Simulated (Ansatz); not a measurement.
Zr₂Sn, space group P-62m: a comparison of functionals at one structure, run with the Ansatz DFT code, driven from Python.

The script reads `zr2sn.xyz`:
```text
6
Lattice="5.65121187 0.0 0.0 -2.82560593 4.89409304 0.0 0.0 0.0 4.952373" Properties=species:S:1:pos:R:3 pbc="T T T"
Zr    1.83406973    3.17670196    2.47618650
Zr    0.00000000    0.00000000    0.00000000
Zr   -0.99153620    1.71739108    2.47618650
Zr    1.98307241    0.00000000    2.47618650
Sn    2.82560596    1.63136433    0.00000000
Sn   -0.00000003    3.26272871    0.00000000
```

`xc.py`:
```python
"""One structure of Zr2Sn under several functionals."""

import ansatz as az
import pandas as pd

cell = az.Crystal.from_extxyz("zr2sn.xyz")

calculation = (
    cell.calculation()
    .pseudopotentials("paw")
    .basis(37 * az.Ry)
    .kpoints(spacing=0.32)
    .occupations("fermi_dirac", width=50 * az.meV)
    .forces()
    .stress()
)

rows = []
for value in ["pbesol", "r2scan", "blyp"]:
    rep = calculation.functional(value).run(threads=1).report
    rows.append((value, rep["free_energy_ev"] / len(rep["lattice"]["sites"]), rep["n_iterations"], sum(rep["stress_gpa"][i][i] for i in range(3)) / 3, max(abs(f) for row in rep["forces_ev_ang"] for f in row), rep["n_kpoints"]))

table = pd.DataFrame(rows, columns=["functional", "F/atom (eV)", "iterations", "P (GPa)", "max component (eV/A)", "k-points"])
print(table.round(5).to_string(index=False))
```

Which functional puts this cell under the lowest pressure, and which under the highest?

From lowest to highest: PBEsol (-4.2 GPa), r2SCAN (-0.8 GPa) and BLYP (3.9 GPa). At a fixed cell a lower pressure usually means a smaller equilibrium volume, so PBEsol prefers the smallest cell and BLYP the largest.

What the script printed:

```console
$ python xc.py
functional  F/atom (eV)  iterations  P (GPa)  max component (eV/A)  k-points
    pbesol  -4736.05398           7 -4.16316               0.10183        15
    r2scan  -4809.91242           8 -0.84804               0.21313        15
      blyp  -4811.38160           7  3.90075               0.01473        15
```

What to keep in mind:
- BLYP can be off by several per cent in the lattices of metals, and by several GPa in the pressure at a fixed cell.
- For a metal this k-point mesh is coarse: on a finer one energies can move by several to tens of meV an atom and pressures by half a GPa or more, differences at one mesh by less.
- Pressure is positive in compression.
- This cell is a computed structure, which may not be the phase found in nature.
- Total energies of different functionals can't be compared; pressures, moments and gaps at this one structure can.
- Run time: 44 s on 1 thread of Arm Neoverse V1, with other jobs on the host, peak memory 0.83 GiB.
